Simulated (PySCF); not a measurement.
# One shape, several levels: doublet SiH3Br+

Wanted: a comparison of 6 runs (U-r2SCAN/def2-TZVP, UB3LYP/def2-TZVP, UM06-L/def2-TZVP, UPBE0/def2-TZVP, UTPSS/def2-TZVP, UCCSD(T)/def2-TZVP) of doublet SiH3Br+. 

Program for the calculation: PySCF 2.14.0.

4 further runs of the same task are left out: 4 set aside as unsound or not needed.

### 1 The molecule

The species is SiH3Br+ (5 atoms), meant as a doublet with charge +1. As SMILES of the parent species, `[SiH3]Br`. The shape is that of a PBE0-D4/def2-TZVP optimisation. That shape belongs to the parent species and isn't relaxed for this state.

Bond lengths: Si1–Br2 2.219 Å, Si1–H3 1.481 Å, Si1–H4 1.481 Å, Si1–H5 1.481 Å. Angles: Br2–Si1–H3 108.4°, Br2–Si1–H4 108.4°, Br2–Si1–H5 108.4°, H3–Si1–H4 110.5°, H3–Si1–H5 110.5°, H4–Si1–H5 110.5°.

### 2 The energy at U-r2SCAN/def2-TZVP (run 1)

calc.py

```python
from pyscf import gto, dft

mol = gto.M(
    atom='''
Si      -0.147420       0.056100      -0.043220
Br       1.853020      -0.705130       0.543250
H       -1.064550      -0.105170       1.107850
H       -0.625550      -0.731350      -1.202270
H       -0.015510       1.485560      -0.405610
''',
    max_memory=1860,
    basis='def2-tzvp',
    charge=1,
    verbose=4,
    spin=1,
)

mf = dft.UKS(mol)
mf.xc = 'r2scan'
mf.conv_tol = 1e-10
mf.grids.level = 5
mf.kernel()
if not mf.converged:
    mf = mf.newton().run(mf.mo_coeff, mf.mo_occ)

e_tot = mf.e_tot
print('E = %.10f Eh' % e_tot)
```

Run with:

```
$ OMP_NUM_THREADS=1 python calc.py
```

The program printed:

```text
PySCF version 2.14.0

[INPUT] num. atoms = 5
[INPUT] num. electrons = 51
[INPUT] charge = 1
[INPUT] spin (= nelec alpha-beta = 2S) = 1
[INPUT] symmetry False subgroup None
[INPUT] Mole.unit = angstrom
[INPUT] Symbol           X                Y                Z      unit          X                Y                Z       unit  Magmom
[INPUT]  1 Si    -0.147420000000   0.056100000000  -0.043220000000 AA   -0.278583425283   0.106013635588  -0.081673963104 Bohr   0.0
[INPUT]  2 Br     1.853020000000  -0.705130000000   0.543250000000 AA    3.501700303342  -1.332502582215   1.026593717170 Bohr   0.0
[INPUT]  3 H     -1.064550000000  -0.105170000000   1.107850000000 AA   -2.011707945906  -0.198742496521   2.093533087099 Bohr   0.0
[INPUT]  4 H     -0.625550000000  -0.731350000000  -1.202270000000 AA   -1.182118177222  -1.382051201201  -2.271961027781 Bohr   0.0
[INPUT]  5 H     -0.015510000000   1.485560000000  -0.405610000000 AA   -0.029309652192   2.807301541609  -0.766491813385 Bohr   0.0

[... 43 lines left out ...]
WARN: beta  nocc = 25  HOMO -0.313173413295823 >= LUMO -0.313172691969015
[... 1 line left out ...]
WARN: HOMO -0.313172691969014 >= LUMO -0.313172691969015
[... 138 lines left out ...]
converged SCF energy = -2865.05374995188  <S^2> = 0.75713192  2S+1 = 2.0071193
E = -2865.0537499519 Eh
```

Wall time 2.7 min (1 thread of Arm Neoverse V1, shared host); peak memory 0.58 GiB.

### 3 The energy at UB3LYP/def2-TZVP (run 2)

job.py

```python
from pyscf import gto, dft

mol = gto.Mole()
mol.atom = '''
Si    -0.278583     0.106014    -0.081674
Br     3.501700    -1.332503     1.026594
H     -2.011708    -0.198742     2.093533
H     -1.182118    -1.382051    -2.271961
H     -0.029310     2.807302    -0.766492
'''
mol.max_memory = 1860
mol.basis = 'def2-tzvp'
mol.unit = 'bohr'
mol.verbose = 3
mol.charge = 1
mol.spin = 1
mol.build()

calc0 = dft.UKS(mol, xc='b3lyp')
calc0.grids.level = 5
calc0.conv_tol = 1e-10
calc0.kernel()
if not calc0.converged:
    calc0 = calc0.newton().run(calc0.mo_coeff, calc0.mo_occ)

e_tot = calc0.e_tot
print('E = %.10f Eh' % e_tot)
```

Run with:

```
$ OMP_NUM_THREADS=1 python job.py
```

The program printed:

```text
converged SCF energy = -2865.15030261622  <S^2> = 0.75479039  2S+1 = 2.0047847
E = -2865.1503026162 Eh
```

Wall time 59 s (1 thread of Arm Neoverse V1, shared host); peak memory 0.54 GiB.

Runs 3 to 5 aren't shown in full; the table further down has their settings and results.

### 4 The energy at UCCSD(T)/def2-TZVP (run 6)

input.py

```python
from pyscf import gto, scf, cc

system = gto.M(
    atom='''
Si    -0.278583     0.106014    -0.081674
Br     3.501700    -1.332503     1.026594
H     -2.011708    -0.198742     2.093533
H     -1.182118    -1.382051    -2.271961
H     -0.029310     2.807302    -0.766492
''',
    verbose=3,
    max_memory=1860,
    charge=1,
    spin=1,
    basis='def2-tzvp',
    unit='bohr',
)

mf = scf.UHF(system)
mf.conv_tol = 1e-10
mf.kernel()
if not mf.converged:
    mf = mf.newton().run(mf.mo_coeff, mf.mo_occ)

mycc = cc.CCSD(mf, frozen=14)
mycc.kernel()
e_t = mycc.ccsd_t()
etot = mycc.e_tot + e_t
print('E = %.10f Eh' % etot)
```

Run with:

```
$ OMP_NUM_THREADS=1 python input.py
```

The program printed:

```text
converged SCF energy = -2862.77731144257  <S^2> = 0.76075864  2S+1 = 2.0107299
E(UCCSD) = -2863.171626091581  E_corr = -0.3943146490090742
UCCSD(T) correction = -0.0119529557457563
E = -2863.1835790473 Eh
```

It took 4.9 min on 1 thread of Arm Neoverse V1, shared host; peak memory 2.8 GiB.

### 5 Overview of the runs

```
run               level  integration grid  frozen core orbitals   energy (Eh)  HOMO energy (eV)  LUMO energy (eV)   ⟨S²⟩  wall time
  1  U-r2SCAN/def2-TZVP                 5                     –  -2865.053750            -14.23            -13.92  0.757    2.7 min
  2    UB3LYP/def2-TZVP                 5                     –  -2865.150303            -15.00            -13.46  0.755       59 s
  3    UM06-L/def2-TZVP                 5                     –  -2865.015639            -14.14            -13.80  0.756      2 min
  4     UPBE0/def2-TZVP                 5                     –  -2864.672762            -15.23            -13.19  0.756       68 s
  5     UTPSS/def2-TZVP                 5                     –  -2865.039930            -14.11            -13.99  0.754    2.1 min
  6  UCCSD(T)/def2-TZVP                 –                    14  -2863.183579            -18.41             -8.88  0.761    4.9 min
```

### 6 What came out

| quantity | value |
| --- | --- |
| run 6: total energy | -2863.18358 Eh |
| run 6: HOMO energy (Hartree–Fock orbitals) (highest over α and β) | -18.41 eV |
| run 6: LUMO energy (Hartree–Fock orbitals) (lowest over α and β) | -8.88 eV |
| run 6: correlation energy (14 core orbitals frozen) | -406.3 mEh |
| run 6: (T) correction | -11.95 mEh |
| run 6: ⟨S²⟩ of the reference determinant | 0.761 |
| run 6: T1 diagnostic | 0.021 |

What this shows: Totals of different functionals can't be ranked against each other. All runs together took 14 min, the longest 4.9 min.
